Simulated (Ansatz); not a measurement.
# SrCo2P2: the cost of one run

Program: Ansatz 0.2.0. Level of theory: DFT LDA, scalar-relativistic, plane waves, PAW. These are calculated values, not measurements.

## 1. Starting point

Symmetry: I4/mmm, No. 139, tetragonal system. The conventional cell has a = 3.818 Å, b = 3.818 Å, c = 9.690 Å, α = 90.00°, β = 90.00°, γ = 90.00°. Sr (site symmetry 4/mmm) is surrounded by 8 P at 2.99 Å and 8 Co at 3.08 Å. Around Co (site symmetry -4m2) lie 4 P at 2.23 Å. P (site symmetry 4mm) is surrounded by 4 Co at 2.23 Å and 1 P at 2.56 Å and 4 Sr at 2.99 Å.

Structure file:

```
Sr Co P
1.0
    -1.90900    1.90900    4.84500
     1.90900   -1.90900    4.84500
     1.90900    1.90900   -4.84500
Sr Co P
1 2 2
Direct
  0.00000 0.00000 0.00000
  0.75000 0.25000 0.50000
  0.25000 0.75000 0.50000
  0.36800 0.36800 0.00000
  0.63200 0.63200 0.00000
```

The structure rests on an entry of the Crystallography Open Database; cell or positions may have been set otherwise for this series.

## 2. Relaxing cell and atoms: SrCo2P2, no spin, 12.8 GPa

Contents of input.yaml:

```yaml
crystal:
  lattice:
    - [-1.909, 1.909, 4.845]
    - [1.909, -1.909, 4.845]
    - [1.909, 1.909, -4.845]
  atoms:
    - { symbol: Sr, position: [0.0, 0.0, 0.0] }
    - { symbol: Co, position: [0.75, 0.25, 0.5] }
    - { symbol: Co, position: [0.25, 0.75, 0.5] }
    - { symbol: P, position: [0.368, 0.368, 0.0] }
    - { symbol: P, position: [0.632, 0.632, 0.0] }
scf:
  occupations: { method: gaussian, width: 0.05 }
output:
  forces: true
  stress: true
  write_density: true
  write_potential: true
  elf: true
  volumetric_format: npy
hamiltonian:
  xc: lda
relax:
  f_tol: 0.01
  cell: { stress_tol: 0.05, p_target: 12.8 }
kpoints:
  mp_grid: { grid: [12, 12, 12] }
```

On the command line:

```sh
ansatz run input.yaml --threads 8 --pin off --max-ram 16384MiB --backend cpu --events-out ev --progress --plain --runs-dir out
```

What time and memory should one allow on 8 threads of Arm Neoverse V1, shared host?

About 24 s, with a peak of 0.69 GiB.
